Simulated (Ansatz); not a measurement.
# ScAlPt3: the cost of one run

Program: Ansatz 0.2.0. Level of theory: DFT PBE, scalar-relativistic, plane waves, PAW. These are calculated values, not measurements.

1 further run of the same task is left out (it didn't finish).

## (1) The starting structure

It takes space group Pm-3m (No. 221, cubic). Conventional cell: a = 4.389 Å, b = 4.389 Å, c = 4.389 Å, α = 90.00°, β = 90.00°, γ = 90.00°. Sc (site symmetry m-3m) has 12 Pt at 3.10 Å as nearest neighbours. Al (site symmetry m-3m) is surrounded by 6 Pt at 2.19 Å. Around Pt (site symmetry 4/mmm) lie 2 Al at 2.19 Å.

As a file:

```
CELL_PARAMETERS angstrom
4.38861 0.00000 0.00000
0.00000 4.38861 0.00000
0.00000 0.00000 4.38861
ATOMIC_POSITIONS crystal
Sc 0.00000 0.00000 0.00000
Al 0.50000 0.50000 0.50000
Pt 0.00000 0.50000 0.50000
Pt 0.50000 0.50000 0.00000
Pt 0.50000 0.00000 0.50000
```

It was made, by the change told below, from a structure of the Materials Project.

## (2) One element swapped, cell strained: B → Al, first probe

The structure above already holds this change against its source: Al takes all sites of B, and lengths are scaled by 1.034 as a first guess of the size; strain xx, yy, zz, yz, xz, xy = -0.4, -0.4, -0.4, +0.0, +0.0, +0.0 %.

input.yaml reads:

```yaml
crystal:
  lattice:
    - [4.3886112842, 0.0, 0.0]
    - [0.0, 4.3886112842, 0.0]
    - [0.0, 0.0, 4.3886112842]
  atoms:
    - { symbol: Sc, position: [0.0, 0.0, 0.0] }
    - { symbol: Al, position: [0.5, 0.5, 0.5] }
    - { symbol: Pt, position: [0.0, 0.5, 0.5] }
    - { symbol: Pt, position: [0.5, 0.5, 0.0] }
    - { symbol: Pt, position: [0.5, 0.0, 0.5] }
basis:
  ecutwfc: 420
kpoints:
  mp_grid: { grid: [4, 4, 4] }
hamiltonian:
  xc: pbe
scf:
  occupations: { method: gaussian, width: 0.1 }
output:
  forces: true
  stress: true
  eigenvalues: true
```

The run is started by

```console
ansatz run input.yaml --threads 1 --pin off --max-ram 1331MiB --backend cpu --events-out ev --progress --plain --runs-dir out
```

**Question.** How long does this run take on 1 thread of an x86-64 CPU, shared host, and how much memory does it need?

About 4.2 s, with a peak of 0.37 GiB.
